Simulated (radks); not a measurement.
# Ionisation energy and size from Mg⁺ to Ar⁺

An exercise on one series of results from a longer session: the logs are not shown, and one member is left open.

Method: non-relativistic Kohn-Sham, PBEsol, spin-polarised, spherical densities, point nucleus; open shells are filled with parallel spins first. Code: radks (a radial shooting solver on a logarithmic mesh, Libxc functionals) version 1.

### What is computed

| Item | Value |
| --- | --- |
| species | Mg⁺, Al⁺, Si⁺, P⁺, S⁺, Cl⁺, Ar⁺ |
| runs | 14, each species and its next ion |

The first run:

Settings of this run:

```text
Z 12
configuration [Ne] 3s1
relativity non-relativistic
functional pbe_sol,pbe_sol
spin polarised
nucleus point
```

Among the steps run: Mg⁺, [Ne] 3s1; Mg²⁺, [Ne]; Al⁺, [Ne] 3s2; Al²⁺, [Ne] 3s1; Si⁺, [Ne] 3s2 3p1; Si²⁺, [Ne] 3s2; P⁺, [Ne] 3s2 3p2; P²⁺, [Ne] 3s2 3p1; S⁺, [Ne] 3s2 3p3; S²⁺, [Ne] 3s2 3p2; Cl⁺, [Ne] 3s2 3p4; Cl²⁺, [Ne] 3s2 3p3; Ar⁺, [Ne] 3s2 3p5; Ar²⁺, [Ne] 3s2 3p4.

One of the session's tables, all rows but one given; the rest of the session is left out.

```
species  Δ-SCF (eV)  −ε(HOMO) (eV)  its <r> (bohr)
    Mg⁺      15.174         11.868            2.77
    Al⁺      18.635         14.749            2.38
    Si⁺      16.246         12.089            2.44
     P⁺      19.831         14.980            2.11
     S⁺           ?              ?               ?
    Cl⁺      23.616         18.175            1.73
    Ar⁺      27.665         21.528            1.56
```

**Question.** Estimate the row for S⁺.

The run gave: Δ-SCF (eV): 23.319; −ε(HOMO) (eV): 17.862; its <r> (bohr): 1.87. In the column «Δ-SCF (eV)» it lies between P⁺ (19.831) and Cl⁺ (23.616).

Open shells are spherical and high-spin; term and fine-structure splittings are not resolved.
